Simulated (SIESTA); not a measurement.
Runs of SIESTA 5.4.2 on NiMoIrPdW. The structure is trigonal, space group P3m1 (No. 156). Conventional cell: a = 4.117 Å, b = 4.117 Å, c = 5.446 Å, α = 90.00°, β = 90.00°, γ = 120.00°. Around Ni (site symmetry 3m) lie 3 Mo at 2.38 Å and 3 Ir at 2.69 Å. Around Mo (site symmetry 3m) lie 3 Ni at 2.38 Å and 3 Ir at 2.70 Å and 2 Pd at 2.72 to 2.73 Å. Pd (site symmetry 3m) has 3 W at 2.68 Å and 2 Mo at 2.72 to 2.73 Å and 3 Ir at 2.77 Å as nearest neighbours. Ir (site symmetry 3m) has 2 W at 2.66 to 2.78 Å and 3 Ni at 2.69 Å and 3 Mo at 2.70 Å and 3 Pd at 2.77 Å as nearest neighbours. W (site symmetry 3m) is surrounded by 2 Ir at 2.66 to 2.78 Å and 3 Pd at 2.68 Å and 3 Mo at 2.81 Å and 3 Ni at 2.82 Å. The cell was built by a generator and needn't be a form met in nature.

```tsv
level	potentials or basis	gap on the mesh (eV)	pressure (GPa)	moment (μB)	largest force (eV/Å)
BLYP	PseudoDojo 0.4 standard (PBE files), DZP (energy shift 0.003 Ry; two zetas on semicore shells)	none	12.0	0.00	0.27
LDA	PseudoDojo 0.4 standard (LDA files), DZP (energy shift 0.003 Ry; two zetas on semicore shells)	none	-10.5	0.00	(c)
RPBE	PseudoDojo 0.4 standard (PBE files), DZP (energy shift 0.003 Ry; two zetas on semicore shells)	none	(a)	0.00	0.15
PBE	PseudoDojo 0.4 standard (PBE files), DZP (energy shift 0.003 Ry; two zetas on semicore shells)	none	(b)	0.00	0.13
```

Alike in all rows: task band structure; spin collinear, ferromagnetic start; cell as given; k mesh 8 × 8 × 5; smearing fermi-dirac 0.05 eV; grid cutoff 800 Ry; energy shift 0.003 Ry.

Q: Fill in the values left out.

A: (a) 6.3; (b) 2.7; (c) 0.07.

Caveats: short orbitals over semicore shells can move pressures by several GPa; the valence orbitals were made in a potential fitted to the semicore shell under them, which widens gaps by tenths of an eV or more; spin-orbit coupling is left out, which moves the levels of the heavy elements; the basis of atomic orbitals isn't converged, which shifts pressures, moduli and gaps; the potentials were made for another functional, which shifts forces and pressure (some runs).

A k mesh can miss the band edges, and the runs leave out spin-orbit coupling on Ir, Mo, Pd, W.

A gap of «none» marks a metal or a gap under the smearing width.
